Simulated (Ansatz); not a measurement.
**HfN: a tetragonal deformation path**

This session takes HfN and sets out to look for other minima along a tetragonal path.

Program: Ansatz 0.2.0. Level of theory: DFT PBEsol, scalar-relativistic, plane waves, PAW. These are calculated values, not measurements.

### 1 The starting structure

The structure is cubic, space group Fm-3m (No. 225). The conventional cell has a = 4.518 Å, b = 4.518 Å, c = 4.518 Å, α = 90.00°, β = 90.00°, γ = 90.00°. Around Hf (site symmetry m-3m) lie 6 N at 2.26 Å. Around N (site symmetry m-3m) lie 6 Hf at 2.26 Å.

Structure file:

```
CELL_PARAMETERS angstrom
0.00000 2.25900 2.25900
2.25900 0.00000 2.25900
2.25900 2.25900 0.00000
ATOMIC_POSITIONS crystal
Hf 0.00000 0.00000 0.00000
N 0.50000 0.50000 0.50000
```

The cell is taken as given, not relaxed at this level.

### 2 The reference cell

The reference gives a free energy of -15980.2489 eV, pressure -3.02 GPa, largest force 0.000 eV/Å and gap on the mesh none (metal). It was computed beforehand with the settings of the runs below.

### 3 Next: a tetragonal deformation path

At fixed volume and fractional coordinates, lengths along (0.000, 0.000, 1.000) are scaled against those across it; ρ is that ratio over its starting value.

### 4 Point ρ = 0.707

Contents of input.yaml:

```yaml
crystal:
  lattice:
    - [0.0, 2.5357694169, 1.7927889778]
    - [2.5357694169, 0.0, 1.7927889778]
    - [2.5357694169, 2.5357694169, 0.0]
  atoms:
    - { symbol: Hf, position: [0.0, 0.0, 0.0] }
    - { symbol: "N", position: [0.5, 0.5, 0.5] }
basis:
  ecutwfc: 420
kpoints:
  mp_grid: { grid: [20, 20, 20] }
hamiltonian:
  xc: pbesol
scf:
  occupations: { method: gaussian, width: 0.15 }
output:
  forces: true
  stress: true
  eigenvalues: true
  write_density: true
  write_potential: true
  elf: true
  volumetric_format: npy
```

The run is started by

```bash
$ ansatz run input.yaml --threads 1 --pin off --max-ram 2560MiB --backend cpu --events-out ev --progress --plain --runs-dir out
```

Further runs follow: ρ = 1.414; point ρ = 0.850; ρ = 1.200; point ρ = 0.780; ρ = 1.300; ρ = 0.920; At ρ = 1.100; ρ = 0.650; At ρ = 1.500; point ρ = 0.960.

Before running it: what results should come out? Wanted: highest point.

As calculated:

| quantity | value |
| --- | --- |
| highest point | 3526.7 meV/atom at ρ = 0.650 |

**Reading.** The undisturbed cell stays the lowest of the sampled points. No sampled point inside the path is a dip, apart from those named. The runs treat Hf without spin-orbit coupling. The final runs have no spin polarisation, so a magnetic state may lie lower.
